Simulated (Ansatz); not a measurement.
# C2H9NSi2: the cost of one run

Computed with Ansatz 0.2.0, Gaussian basis. Level: the settings change from run to run.

## (1) The geometry

The structure was relaxed beforehand with PBE0-D4 in a triple-zeta def2 set.

14 atoms, charge 0, spin multiplicity 1.

Atoms are counted from 1 here; the program's logs count them from 0.

Bond lengths: N1–Si2 1.714 Å, N1–H6 1.006 Å, N1–H7 1.006 Å, Si2–Si3 2.318 Å, Si2–C4 1.845 Å, Si2–C5 1.855 Å, Si3–H8 1.490 Å, Si3–H9 1.489 Å, Si3–H10 1.488 Å, C4–C5 1.548 Å, C4–H11 1.087 Å, C4–H12 1.085 Å, C5–H13 1.086 Å, C5–H14 1.086 Å. Angles: Si2–N1–H6 121.7°, Si2–N1–H7 120.6°, H6–N1–H7 111.9°, N1–Si2–Si3 115.2°, N1–Si2–C4 117.7°, N1–Si2–C5 122.4°, Si3–Si2–C4 119.0°, Si3–Si2–C5 117.3°, C4–Si2–C5 49.4°, Si2–Si3–H8 111.2°, Si2–Si3–H9 108.5°, Si2–Si3–H10 111.9°, H8–Si3–H9 108.3°, H8–Si3–H10 107.9°, H9–Si3–H10 108.9°, Si2–C4–C5 65.6°, Si2–C4–H11 118.7°, Si2–C4–H12 120.4° and more.

## (2) PBE-QIDH/def2-mTZVPP

in.yaml reads:

```yaml
crystal:
  periodic: [false, false, false]
  atoms:
    - {symbol: N, position_ang: [-1.196588, 1.630771, 0.373100]}
    - {symbol: Si, position_ang: [-0.180349, 0.285102, 0.066281]}
    - {symbol: Si, position_ang: [1.371076, -0.178664, 1.724318]}
    - {symbol: C, position_ang: [-0.880211, -1.109794, -0.918317]}
    - {symbol: C, position_ang: [0.211480, -0.294163, -1.651715]}
    - {symbol: H, position_ang: [-0.842620, 2.572734, 0.368311]}
    - {symbol: H, position_ang: [-2.175371, 1.596987, 0.142982]}
    - {symbol: H, position_ang: [2.273266, 0.983709, 1.956685]}
    - {symbol: H, position_ang: [2.200103, -1.334646, 1.285552]}
    - {symbol: H, position_ang: [0.717855, -0.516429, 3.017913]}
    - {symbol: H, position_ang: [-1.887069, -1.015344, -1.315588]}
    - {symbol: H, position_ang: [-0.634213, -2.136487, -0.668219]}
    - {symbol: H, position_ang: [-0.132041, 0.300611, -2.492978]}
    - {symbol: H, position_ang: [1.141885, -0.813586, -1.859326]}
basis:
  gaussian: {orbitals: def2-mTZVPP}
hamiltonian: {xc: {name: PBE-QIDH}}
```

Run with:

```sh
ansatz run in.yaml --threads 4 --pin off --events-out ev --progress --plain --max-ram 10444MiB
```

What time and memory should one allow on 4 threads of Arm Neoverse V1, shared host?

About 3.4 s, with a peak of 0.39 GiB.
